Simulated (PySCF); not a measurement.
# BeSe: changing the method

What do other methods print for BeSe?

Computed with PySCF 2.14.0. Level: each script names its method and basis.

2 further runs of the same task are left out: 2 that didn't finish.

## Step 1: Starting geometry

BeSe: 2 atoms, charge 0, spin multiplicity 1.

Bond lengths: Be1–Se2 1.930 Å.

## Step 2: Base script

Input file input.py:

```python
from pyscf import gto, scf
from pyscf.hessian import thermo

mol = gto.M(
    atom='Be 0 0 0; Se 0 0 1.93',
    basis='def2-svpd',
    charge=0,
    spin=0,
    verbose=4,
)
mf = scf.RHF(mol)
mf.kernel()
hess = mf.Hessian().kernel()
print('wavenumber (cm^-1) =', thermo.harmonic_analysis(mol, hess)['freq_wavenumber'].round(1))
mf.dip_moment()
print('orbital energies (hartree):', mf.mo_energy[..., max(0, mol.nelec[1]-3):mol.nelec[0]+3].round(4))
```

The run is started by

```console
> python input.py
```

## Step 3: CASCI

Run 1 changes step after the SCF: frequency → casci; active space: none → 4 electrons in 6 orbitals.

Input file input.py:

```python
from pyscf import gto, scf, mcscf

mol = gto.M(
    atom='Be 0 0 0; Se 0 0 1.93',
    basis='def2-svpd',
    charge=0,
    spin=0,
    verbose=4,
)
mf = scf.RHF(mol)
mf.kernel()
mc = mcscf.CASCI(mf, 6, 4)
mc.kernel()
mc.analyze()
mf.dip_moment()
print('orbital energies (hartree):', mf.mo_energy[..., max(0, mol.nelec[1]-3):mol.nelec[0]+3].round(4))
```

## Step 4: UHF

Run 2 changes SCF type: RHF → UHF.

Edit input.py of step 2 so:

```diff
@@ -10,3 +10,3 @@
 )
-mf = scf.RHF(mol)
+mf = scf.UHF(mol)
 mf.kernel()
@@ -15,2 +15,2 @@
 mf.dip_moment()
-print('orbital energies (hartree):', mf.mo_energy[..., max(0, mol.nelec[1]-3):mol.nelec[0]+3].round(4))
+print('orbital energies (hartree):', [e[max(0, n-3):n+3].round(4) for e, n in zip(mf.mo_energy, mol.nelec)])
```

## Step 5: CCSD

Run 3 changes step after the SCF: frequency → ccsd; frozen orbitals: none → 9.

Input file input.py:

```python
from pyscf import gto, scf, cc

mol = gto.M(
    atom='Be 0 0 0; Se 0 0 1.93',
    basis='def2-svpd',
    charge=0,
    spin=0,
    verbose=4,
)
mf = scf.RHF(mol)
mf.kernel()
mycc = cc.CCSD(mf, frozen=9)
mycc.kernel()
mf.dip_moment()
print('orbital energies (hartree):', mf.mo_energy[..., max(0, mol.nelec[1]-3):mol.nelec[0]+3].round(4))
```

## Step 6: B3pw91 (RKS)

Run 4 changes functional: none (Hartree–Fock) → b3pw91; SCF type: RHF → RKS; step after the SCF: frequency → analyze.

Input file input.py:

```python
from pyscf import gto, dft

mol = gto.M(
    atom='Be 0 0 0; Se 0 0 1.93',
    basis='def2-svpd',
    charge=0,
    spin=0,
    verbose=4,
)
mf = dft.RKS(mol, xc='b3pw91')
mf.kernel()
mf.analyze()
print('orbital energies (hartree):', mf.mo_energy[..., max(0, mol.nelec[1]-3):mol.nelec[0]+3].round(4))
```

Q: Predict the outcome of this session. Wanted: for each run, E(SCF); from base; gap; SCF dipole; after the SCF.

**Answer**, as computed:

| run | E(SCF) (hartree) | from base (eV) | cycles | gap (eV) | SCF dipole (D) | after the SCF |
| --- | --- | --- | --- | --- | --- | --- |
| base | -2414.130871 | 0 | 10 | 6.93 | 6.35 | highest mode 766 cm⁻¹ |
| CASCI | -2414.130871 | 0.0000 | 10 | 6.93 | 6.35 | CASCI correlation -0.085 eV |
| UHF | -2414.130871 | 0.0000 | 16 | 6.93 | 6.35 | highest mode 766 cm⁻¹ |
| CCSD | -2414.130871 | 0.0000 | 10 | 6.93 | 6.35 | CCSD correlation -7.349 eV, core frozen |
| b3pw91 (RKS) | -2415.961169 | not comparable | 10 | 2.22 | 5.13 | n/a |

What this shows: With UHF the SCF ends at the base energy. Total energies of different functionals can't be compared with each other; differences within one functional can. The base needs 10 cycles and the run with UHF needs 16.
